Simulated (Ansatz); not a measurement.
Write a Python script for Ansatz 0.2.0, Python API that makes vertical spin-state energies of C3H6OSe, SMILES CC1(O)C[Se]1. Settings (for the species named): r2SCAN, cc-pVDZ basis, multiplicity 1, D4 dispersion.

```yaml
atoms:
  - { symbol: C, position_ang: [-0.8459, 0.8491, -0.1968] }
  - { symbol: C, position_ang: [0.2712, -0.0896, -0.1806] }
  - { symbol: O, position_ang: [0.7004, -0.5577, -1.4280] }
  - { symbol: C, position_ang: [0.3596, -1.0856, 0.8856] }
  - { symbol: Se, position_ang: [1.6984, 0.2693, 1.1138] }
  - { symbol: H, position_ang: [-0.6255, 1.7885, -0.8322] }
  - { symbol: H, position_ang: [-1.1179, 1.2499, 0.8184] }
  - { symbol: H, position_ang: [-1.7461, 0.4153, -0.6554] }
  - { symbol: H, position_ang: [1.2307, 0.2152, -1.7793] }
  - { symbol: H, position_ang: [0.6864, -2.0898, 0.6209] }
  - { symbol: H, position_ang: [-0.5459, -1.0215, 1.6543] }
```

The script, `c3h6ose_spin.py`:
```python
import ansatz as az

GEOMETRY = '''
C    -0.84590    0.84910   -0.19680
C     0.27120   -0.08960   -0.18060
O     0.70040   -0.55770   -1.42800
C     0.35960   -1.08560    0.88560
Se    1.69840    0.26930    1.11380
H    -0.62550    1.78850   -0.83220
H    -1.11790    1.24990    0.81840
H    -1.74610    0.41530   -0.65540
H     1.23070    0.21520   -1.77930
H     0.68640   -2.08980    0.62090
H    -0.54590   -1.02150    1.65430
'''

system = az.Crystal.molecule()
for line in GEOMETRY.strip().splitlines():
    symbol, *xyz = line.split()
    system = system.atom(symbol, [float(v) for v in xyz])

job = (
    system.calculation()
    .basis(gaussian='cc-pVDZ')
    .functional('r2scan', dispersion='d4')
)
found = {}
for unpaired in [0, 2]:
    r = job.spin('collinear', total=unpaired).run().report
    s = unpaired / 2
    found[unpaired] = r['free_energy_ev']
    print(f'2S+1 = {unpaired + 1}: E = {found[unpaired]:.5f} eV, <S^2> = {abs(r["mean_field"]["state"]["spin_squared"]):.3f} (pure state {s * (s + 1):.2f})')
lowest = min(found, key=found.get)
for unpaired, e in found.items():
    print(f'multiplicity {unpaired + 1}: {23.060548 * (e - found[lowest]):.1f} kcal/mol above the lowest')
```

Output of `python c3h6ose_spin.py`:
```text
2S+1 = 1: E = -70600.93409 eV, <S^2> = 0.000 (pure state 0.00)
2S+1 = 3: E = -70596.88484 eV, <S^2> = 2.009 (pure state 2.00)
multiplicity 1: 0.0 kcal/mol above the lowest
multiplicity 3: 93.4 kcal/mol above the lowest
```

In order: multiplicity 1 (+0.00 eV) and multiplicity 3 (+4.05 eV), all at the one geometry.

What to keep in mind:
- Total energies depend on the basis set; only differences at equal settings carry meaning.
- The geometry is a force-field or estimated start, not a minimum of this method, and the basis set is short of its limit. All parts are taken at fixed geometry, without zero-point energy.
- Timing: 44 s on 1 thread of Arm Neoverse V2 (shared host), peak memory 0.34 GiB.

(Lines on the test bed's own set-up are left out of the output.)
